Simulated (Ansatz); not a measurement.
# C₂H₆N₂OSi: up Jacob's ladder to CCSD(T)

One table from this session's results is given with a row withheld; the runs are named, their logs left out.

Computed with Ansatz 0.2.0, Gaussian basis. Level: functionals in def2-TZVPP, the program's frozen cores in correlated methods.

The runs, in order: LDA (SPW92), PBE-D4, revPBE-D4, BLYP-D4, r2SCAN-D4, B97M-V, PBE0-D4, B3LYP-D4, r2SCANh-D4, r2SCAN0-D4, HSE06-D4, BHLYP-D4, CAM-B3LYP-D4, LC-ωPBE, ωB97X-V, ωB97M-V, B2PLYP, PBE-QIDH; CCSD(T)/def2-SVP; CCSD(T)/def2-TZVPP; MP2/def2-QZVPP; extrapolation to the limit; RPA on PBE.

## Structure used throughout

An earlier PBE0-D4 in a triple-zeta def2 set relaxation fixed the geometry.

SMILES `N#CC(N)O[SiH3]`, 12 atoms, charge 0, spin multiplicity 1.

Atoms are counted from 1 here; the program's logs count them from 0.

Bond lengths: N1–C2 1.150 Å, C2–C3 1.489 Å, C3–N4 1.430 Å, C3–O5 1.393 Å, C3–H7 1.099 Å, N4–H8 1.011 Å, N4–H9 1.013 Å, O5–Si6 1.657 Å, Si6–H10 1.488 Å, Si6–H11 1.478 Å, Si6–H12 1.484 Å. Angles: N1–C2–C3 178.1°, C2–C3–N4 113.2°, C2–C3–O5 109.4°, C2–C3–H7 106.7°, N4–C3–O5 108.7°, N4–C3–H7 107.7°, O5–C3–H7 111.2°, C3–N4–H8 111.3°, C3–N4–H9 111.1°, H8–N4–H9 108.9°, C3–O5–Si6 125.1°, O5–Si6–H10 109.0°, O5–Si6–H11 105.4°, O5–Si6–H12 111.2°, H10–Si6–H11 111.3°, H10–Si6–H12 109.1°, H11–Si6–H12 110.9°.

The first run:

in.yaml reads:

```yaml
crystal:
  periodic: [false, false, false]
  atoms:
    - {symbol: N, position_ang: [-0.414896, -2.648122, -0.224041]}
    - {symbol: C, position_ang: [-0.263176, -1.576489, 0.164517]}
    - {symbol: C, position_ang: [-0.078998, -0.204612, 0.713212]}
    - {symbol: N, position_ang: [-0.958171, 0.090268, 1.802132]}
    - {symbol: O, position_ang: [-0.292623, 0.729724, -0.297838]}
    - {symbol: Si, position_ang: [0.725045, 0.996024, -1.578693]}
    - {symbol: H, position_ang: [0.951721, -0.151855, 1.091781]}
    - {symbol: H, position_ang: [-0.714103, -0.442986, 2.625999]}
    - {symbol: H, position_ang: [-1.920674, -0.106225, 1.556467]}
    - {symbol: H, position_ang: [2.116051, 1.141867, -1.069840]}
    - {symbol: H, position_ang: [0.248696, 2.247281, -2.205120]}
    - {symbol: H, position_ang: [0.678029, -0.129978, -2.544577]}
basis:
  gaussian: {orbitals: def2-TZVPP}
hamiltonian: {xc: lda}
output: {orbitals: {seedname: orbitals}}
```

Steps of the session up to this table: LDA; PBE-D4 (GGA); revPBE-D4 (GGA); BLYP-D4 (GGA); r2SCAN-D4 (meta-GGA); B97M-V (meta-GGA); PBE0-D4 (hybrid); B3LYP-D4 (hybrid); r2SCANh-D4 (hybrid); r2SCAN0-D4 (hybrid); HSE06-D4 (hybrid); BHLYP-D4 (hybrid); CAM-B3LYP-D4 (range-separated); LC-ωPBE (range-separated); ωB97X-V (range-separated); ωB97M-V (range-separated); B2PLYP (double hybrid); PBE-QIDH (double hybrid).

One of the session's tables, all rows but one given; the rest of the session is left out.

It belongs to the step «Frontier levels by functional». 

| functional | HOMO (eV) | gap (eV) |
| --- | --- | --- |
| LDA (SPW92) | -6.83 | 5.28 |
| PBE-D4 | -6.67 | 5.41 |
| revPBE-D4 | -6.61 | 5.47 |
| BLYP-D4 | -6.56 | 5.43 |
| r2SCAN-D4 | -7.01 | 6.07 |
| B97M-V | -7.16 | 6.10 |
| PBE0-D4 | -8.18 | 7.86 |
| B3LYP-D4 | -7.93 | 7.37 |
| r2SCANh-D4 | ? | ? |
| r2SCAN0-D4 | -8.43 | 8.31 |
| HSE06-D4 | -7.78 | 7.07 |
| BHLYP-D4 | -9.64 | 10.22 |
| CAM-B3LYP-D4 | -9.64 | 10.33 |
| LC-ωPBE | -11.05 | 12.95 |
| ωB97X-V | -10.68 | 12.42 |
| ωB97M-V | -10.59 | 12.03 |

**Question.** Estimate the row for r2SCANh-D4.

Worked estimate for «HOMO (eV)». Against the share of exact exchange, r2SCAN-D4 (0, -7.01), r2SCAN0-D4 (0.25, -8.43) give a slope of -5.68 per unit share; at 0.1 the line stands at -7.58.

As computed: HOMO (eV): -7.57; gap (eV): 6.97. In «HOMO (eV)» the line misses by -0.01.
